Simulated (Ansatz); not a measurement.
I need a ladder of methods at one geometry of C2H5NOSn, SMILES NC#[C][SnH2][OH]. Use the Python package of Ansatz (0.2.0). Level of theory (for the species named): PBE, def2-SVP basis, multiplicity 1. The script varies functional: pbe, b3lyp, cam_b3lyp, hf.

The script reads `c2h5nosn.xyz`:
```text
10

N     2.61380    1.19570   -0.16080
C     1.35840    0.54180   -0.01290
C     0.29310   -0.05330    0.11240
Sn   -1.40000   -1.08450    0.36220
O    -2.98150    0.06220   -0.18980
H     2.95500    1.81380    0.61730
H     3.09940    1.20460   -1.07970
H    -1.41770   -2.51100   -0.64640
H    -1.65760   -1.54050    2.08600
H    -2.77980    0.32000   -1.08550
```

`methods_c2h5nosn.py`
```python
"""C2H5NOSn at several levels of theory."""

from pathlib import Path

import ansatz as az
import numpy as np

molecule = az.Crystal.molecule_from_extxyz("c2h5nosn.xyz")

model = molecule.calculation().basis(gaussian="def2-SVP")

print("functional    E (Ha)        dipole (D)   HOMO (eV)  LUMO (eV)")
for name in ["pbe", "b3lyp", "cam_b3lyp", "hf"]:
    rep = model.functional(name).forces().orbitals().run(threads=1, runs_dir="runs").report
    lines = Path(rep["orbitals_path"]).read_text().splitlines()
    field_of = lambda key: [line.split("=")[1].strip() for line in lines if line.startswith(key)]
    orbitals = [(27.211386 * float(e), s, float(n)) for e, s, n in zip(field_of("Ene="), field_of("Spin="), field_of("Occup="))]
    homo = max(e for e, _, n in orbitals if n > 0.5)
    lumo = min(e for e, _, n in orbitals if n < 0.5)
    dipole = 4.803205 * np.linalg.norm(rep["charge_distribution"]["dipole_moment_e_ang"])
    print(f"{name:10s} {rep['free_energy_ev'] / 27.211386246:14.6f} {dipole:9.3f} {homo:11.3f} {lumo:10.3f}")
```

`python methods_c2h5nosn.py` gives:
```text
functional    E (Ha)        dipole (D)   HOMO (eV)  LUMO (eV)
pbe           -422.989668     4.504      -5.394     -0.902
b3lyp         -423.311550     4.475      -6.402     -0.302
cam_b3lyp     -423.123388     4.431      -7.950      0.919
hf            -421.048915     4.634      -9.664      3.053
```

Notes:
- Total energies depend on the basis set; only differences at equal settings carry meaning.
- The geometry is a force-field or estimated start, not a minimum of this method, and the basis set is short of its limit. A lower total doesn't mark the better method: functionals have no common bound, and MP2 and coupled cluster aren't variational.
- def2 sets replace the cores of elements past krypton by effective core potentials.
- b3lyp holds the VWN-RPA fit, as in Gaussian; the form of ORCA and Turbomole is b3lyp5.
- Levels such as HOMO and LUMO are orbital energies: with these approximate functionals they aren't the ionisation energy and electron affinity, and their gap isn't the fundamental gap.
- Wall time of the script: 12 s on 1 thread of Intel(R) Xeon(R) Processor @ 2.30GHz (shared host), peak memory 0.37 GiB.
